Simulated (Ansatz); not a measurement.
FH3OSi2, SMILES F[Si]O[SiH3], a geometry optimisation

Program: Ansatz 0.2.0, Python API.

`run_opt.py`
```python
'''Minimum-energy structure of FH3OSi2.'''

import warnings

import ansatz
import numpy as np

params = {
    'basis_set': 'def2-SVP',
    'xc': 'pbe0',
}

warnings.simplefilter('ignore', ansatz.DeckWarning)

geometry = (
    ansatz.Crystal.molecule()
    .atom('F', (0.7202, -2.4881, 1.4887))
    .atom('Si', (-0.5657, -1.9773, 0.6034))
    .atom('O', (-0.2736, -0.6203, -0.2194))
    .atom('Si', (-0.0195, 0.9845, -0.4209))
    .atom('H', (-0.7573, 1.264, -1.6472))
    .atom('H', (-0.5365, 1.7436, 0.7168))
    .atom('H', (1.4324, 1.0936, -0.5214))
)

calculation = geometry.calculation()
calculation = calculation.basis(gaussian=params['basis_set']).functional(params['xc'])
symbols = [site.symbol for site in geometry.cartesian_sites]
start = np.array([site.position_ang for site in geometry.cartesian_sites], dtype=float)
def progress(event):
    if event['event'] == 'relax_step':
        row = event['data']
        print(f'step {row["step"]:3d}  E = {row["lagrangian_ev"]:.6f} eV  max force {row["allowed_force_max_ev_ang"]:.4f} eV/A')


summary = calculation.relax(force_tolerance=0.02).session().plan().execute(on_event=progress).report
end = np.array(summary['positions_ang'])

print(f'E = {summary["free_energy_ev"]:.6f} eV = {summary["free_energy_ev"] / 27.211386246:.7f} Ha')
print('converged:', summary['converged'], ' doubts:', summary['published_state_doubts'] or 'none')

print('final positions (A) and the move of each atom')
for symbol, xyz, old in zip(symbols, end, start):
    print(f'{symbol:2s} {xyz[0]:10.5f} {xyz[1]:10.5f} {xyz[2]:10.5f}   {np.linalg.norm(xyz - old):7.4f}')
```

Running `python run_opt.py` prints:
```text
step   1  E = -20550.004045 eV  max force 1.6847 eV/A
step   2  E = -20550.229924 eV  max force 1.1005 eV/A
step   3  E = -20550.290727 eV  max force 0.3356 eV/A
step   4  E = -20550.298041 eV  max force 0.3195 eV/A
step   5  E = -20550.310966 eV  max force 0.2213 eV/A
step   6  E = -20550.312975 eV  max force 0.2176 eV/A
step   7  E = -20550.308884 eV  max force 1.0087 eV/A
step   8  E = -20550.324514 eV  max force 0.3272 eV/A
step   9  E = -20550.333202 eV  max force 0.1066 eV/A
step  10  E = -20550.337186 eV  max force 0.0317 eV/A
step  11  E = -20550.336676 eV  max force 0.3533 eV/A
step  12  E = -20550.340216 eV  max force 0.0541 eV/A
step  13  E = -20550.339137 eV  max force 0.1694 eV/A
step  14  E = -20550.342111 eV  max force 0.0335 eV/A
step  15  E = -20550.342975 eV  max force 0.0388 eV/A
step  16  E = -20550.343233 eV  max force 0.0396 eV/A
step  17  E = -20550.343288 eV  max force 0.0338 eV/A
step  18  E = -20550.343512 eV  max force 0.0087 eV/A
E = -20550.343538 eV = -755.2111955 Ha
converged: True  doubts: none
final positions (A) and the move of each atom
F     0.69902   -1.79405    1.57095    0.6992
Si   -0.43025   -2.19257    0.44540    0.2994
O    -0.58511   -0.75161   -0.35119    0.3628
Si   -0.03580    0.83626   -0.39946    0.1507
H    -0.67227    1.50188   -1.56871    0.2645
H    -0.42288    1.54254    0.85532    0.2693
H     1.44730    0.85755   -0.55231    0.2385
```

What to keep in mind:
- The settings weren't tested for convergence.
- The end point is the stationary point reached from this start; no frequency run checks that it is a minimum, and the basis set is modest.
- Run time: 18 s on 1 thread of AMD EPYC 9B45 (Zen 5), on a shared host, peak memory 0.23 GiB.

(Lines on the test bed's own set-up are left out of the output.)
